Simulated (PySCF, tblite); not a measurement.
# C₆H₈ClNSi: geometry, infrared bands and NMR shifts

Aim: predict the infrared bands and NMR shifts of C₆H₈ClNSi (`CC#CC[Si@@H](Cl)CC#N`).

Computed with tblite 0.8.0 and PySCF 2.14.0, with density-fitted response routines of our own, on a single molecule in the gas phase. Atoms count from 0, in the outputs and in this text.

**1. The molecule as given**

17 atoms, charge 0, multiplicity 1; geometry from: force field or distance geometry start.

Bonds of the start (Å): C0–C1 1.48, C1–C2 1.19, C2–C3 1.48, C3–Si4 1.87, Si4–Cl5 2.05, Si4–C6 1.86, C6–C7 1.46, C7–N8 1.16, C0–H9 1.08, C0–H10 1.09, C0–H11 1.10, C3–H12 1.08, C3–H13 1.10, Si4–H14 1.49, C6–H15 1.10, C6–H16 1.10.

**2. Optimising the geometry with GFN2-xTB**

Job settings and geometry (Å):

```
{"job": {"kind": "relax", "xc": "GFN2-xTB", "basis": "xTB"}, "charge": 0, "multiplicity": 1}
C      3.064900     0.028500     1.346000
C      1.865500    -0.465300     0.640700
C      0.909100    -0.889800     0.081300
C     -0.283000    -1.393200    -0.640100
Si    -1.875100    -0.529900    -0.183300
Cl    -2.414800    -1.006900     1.735200
C     -1.736200     1.322100    -0.329000
C     -1.373400     1.735900    -1.679800
N     -1.092100     2.046500    -2.762000
H      3.946200    -0.089500     0.732200
H      3.212800    -0.513400     2.281500
H      2.943400     1.090700     1.586200
H     -0.122300    -1.306500    -1.701100
H     -0.386900    -2.472600    -0.429300
H     -2.988200    -1.022100    -1.040300
H     -2.692100     1.782100    -0.031000
H     -0.984700     1.695500     0.382800
```

Run with:

```
> OMP_NUM_THREADS=1 python probes_run.py task.json out
```

This one command runs all jobs of the session in turn.

**Question.** This job is followed by: GFN2-xTB harmonic vibrations, gas phase; GIAO PBE0/pcSseg-1 NMR shielding, non-relativistic, gas phase. What will the session give for the following? strongest single infrared mode (GFN2-xTB); zero-point energy (GFN2-xTB); 13C shifts against TMS (PBE0/pcSseg-1); 1H shifts against TMS (PBE0/pcSseg-1, means over atoms taken as alike); 29Si shifts against TMS (PBE0/pcSseg-1); 35Cl shifts against HCl (PBE0/pcSseg-1); 15N shifts against NH3 (PBE0/pcSseg-1).

The runs gave:

| quantity | value |
| --- | --- |
| strongest single infrared mode (GFN2-xTB) | 2404 cm⁻¹, 307 km/mol |
| zero-point energy (GFN2-xTB) | 74.6 kcal/mol |
| 13C shifts against TMS (PBE0/pcSseg-1) | 119.9, 84.9, 77.3, 9.1, 4.8, 3.7 ppm |
| 1H shifts against TMS (PBE0/pcSseg-1, means over atoms taken as alike) | 5.28, 2.32, 2.30, 2.09, 2.04, 1.82 ppm |
| 29Si shifts against TMS (PBE0/pcSseg-1) | 4.6 ppm |
| 35Cl shifts against HCl (PBE0/pcSseg-1) | -24 ppm |
| 15N shifts against NH3 (PBE0/pcSseg-1) | 298.0 ppm |

**Reading.** Relaxing lowered the energy by 0.173 eV in 55 steps; the close pair that moved most is Si4–C6, from 1.863 to 1.922 Å. No mode is imaginary among the 45: a minimum at this level. The strongest single mode, at 2404 cm⁻¹, moves mainly C7 and N8. GFN2-xTB is a fitted tight-binding method: band positions and strengths are rough. Its intensities can rank the bands wrongly. The most deshielded carbon is C7 (nitrile carbon), at 119.9 ppm: typical of a nitrile. At PBE0/pcSseg-1: The largest span, 511 ppm, is at N8, where the paramagnetic term is -371 ppm.
